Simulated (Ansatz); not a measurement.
**BaF3 and its elements: formation energy from the elements**

Is BaF3 stable against its elements? Aim: a formation energy from the elements, for BaF3 and its elements, run from a script.

The COD entry's cell or inner coordinates are ideal or old and differ from later refinements, so a difference from it is no clean test against experiment.

All numbers are computed with Ansatz 0.2.0, driven from Python. Level of theory: DFT LDA, plane waves, PAW.

### Step 1. Starting point

BaF3 I4/mmm: The structure is tetragonal, space group I4/mmm (No. 139). The conventional cell has a = 4.245 Å, b = 4.245 Å, c = 6.838 Å, α = 90.00°, β = 90.00°, γ = 90.00°. Ba (site symmetry 4/mmm) is surrounded by 12 F at 2.73 to 3.00 Å. F (site symmetry -4m2) is surrounded by 4 Ba at 2.73 Å and 4 F at 2.73 Å. Around F (site symmetry 4/mmm) lie 8 F at 2.73 Å and 4 Ba at 3.00 Å.

Ba Im-3m: Symmetry: Im-3m, No. 229, cubic system. Conventional cell: a = 5.013 Å, b = 5.013 Å, c = 5.013 Å, α = 90.00°, β = 90.00°, γ = 90.00°. Ba (site symmetry m-3m) is surrounded by 8 Ba at 4.34 Å.

F in a box: It takes space group Pmmm (No. 47, orthorhombic). The conventional cell has a = 9.000 Å, b = 9.500 Å, c = 10.000 Å, α = 90.00°, β = 90.00°, γ = 90.00°. Around F (site symmetry mm2) lie 1 F at 1.42 Å.

The script holds or builds the structure itself.

### Step 2. Script

formation.py reads:

```python
"""Heat of formation of BaF3 at zero temperature, after relaxing cells and atoms."""

from collections import Counter
import warnings

import ansatz
import numpy as np

PHASES = {
    "BaF3": (
        [(-2.12239, 2.12239, 3.41925), (2.12239, -2.12239, 3.41925), (2.12239, 2.12239, -3.41925)],
        [
            ("Ba", (0.0, 0.0, 0.0)),
            ("F", (0.75, 0.25, 0.5)),
            ("F", (0.25, 0.75, 0.5)),
            ("F", (0.5, 0.5, 0.0)),
        ],
    ),
    "Ba": (
        [(-2.5065, 2.5065, 2.5065), (2.5065, -2.5065, 2.5065), (2.5065, 2.5065, -2.5065)],
        [
            ("Ba", (0.0, 0.0, 0.0)),
        ],
    ),
    "F2": (
        [(9.0, 0.0, 0.0), (0.0, 9.5, 0.0), (0.0, 0.0, 10.0)],
        [
            ("F", (0.5, 0.5, 0.429)),
            ("F", (0.5, 0.5, 0.571)),
        ],
    ),
}


def build(vectors, sites):
    crystal = ansatz.Crystal(lattice=ansatz.Lattice.of(vectors))
    for symbol, position in sites:
        crystal = crystal.atom(symbol, position)
    return crystal

GASES = {"F2"}


def compute(name, crystal):
    calc = (
        crystal.calculation()
        .basis(550)
        .functional(ansatz.Functional.LDA)
        .kpoints(spacing=0.27)
        .occupations("fermi_dirac", width=0.05)
        .stress()
    )
    if name in GASES:
        return calc.kpoints(1, 1, 1).relax(force_tolerance=0.01, max_steps=40).run(threads=1)
    calc = calc.relax(force_tolerance=0.01, max_steps=40, cell=True)
    return calc.run(threads=1)


def counts(outcome):
    return Counter(site.symbol for site in outcome.lattice.sites)

def formation_energy(outcome, mu):
    n = counts(outcome)
    return (outcome.report["energy_sigma0_ev"] - sum(k * mu[element] for element, k in n.items())) / sum(n.values())


def volume_per_atom(outcome):
    return abs(np.linalg.det(outcome.lattice.cell_ang)) / len(outcome.lattice.sites)

warnings.simplefilter("ignore", ansatz.DeckWarning)

phases = {name: build(*cell) for name, cell in PHASES.items()}

done = {}
for name, crystal in phases.items():
    done[name] = compute(name, crystal)
    print(f"{name}: {done[name].report['energy_sigma0_ev']:.4f} eV, {len(done[name].lattice.sites)} atoms")

# energy of one atom in its reference phase
references = {"Ba": "Ba", "F": "F2"}
mu = {element: done[name].report["energy_sigma0_ev"] / len(done[name].lattice.sites) for element, name in references.items()}

target = done["BaF3"]
heat = formation_energy(target, mu)
for element, value in mu.items():
    print(f"mu({element}) = {value:.4f} eV from {references[element]}, {volume_per_atom(done[references[element]]):.2f} A^3/atom")
print(f"formation energy of BaF3: {heat:.4f} eV/atom = {96.4853 * heat:.1f} kJ/mol of atoms")
# gas references are bare DFT energies, without zero-point or fitted corrections
```

### Step 3. Running it

Started as:

```bash
$ python formation.py
```

**Question.** Is BaF3 bound against its elements at this level, and by how much?

As calculated:

| quantity | value |
| --- | --- |
| formation energy | -3.0204 eV/atom |
| runs compared | 3 |
| energy of BaF3 (run 1) from the elements | -3020 meV/atom |

The formation energy is negative: it is stable against its elements at zero temperature, which says nothing yet of competing compounds. The formation energy is -3.020 eV an atom (-291.4 kJ per mole of atoms), so BaF3 lies below the reference phases. In run 1, over 6 moves the cell shrank by 10.7 % in volume, and the space group stayed I4/mmm. Run 3: The relaxation took 4 moves; the largest shift is 0.018 Å. What to keep in mind:
- A cell here holds an odd number of electrons and is run without spin, so a magnetic state may lie lower.
- For the metals among these cells the mesh is coarse, so their volumes and pressures are rough.
- The program warned that this SCF threshold is loose for forces or stresses.
- The compound is the structure given, not necessarily its lowest; energies are at zero temperature, with no correction for gases. A semilocal functional's error on such energies is often 0.05 to 0.1 eV an atom, and 0.1 to 0.3 eV against gases such as O2 or F2. Whether this is the phase that is stable at ambient conditions was not tested.
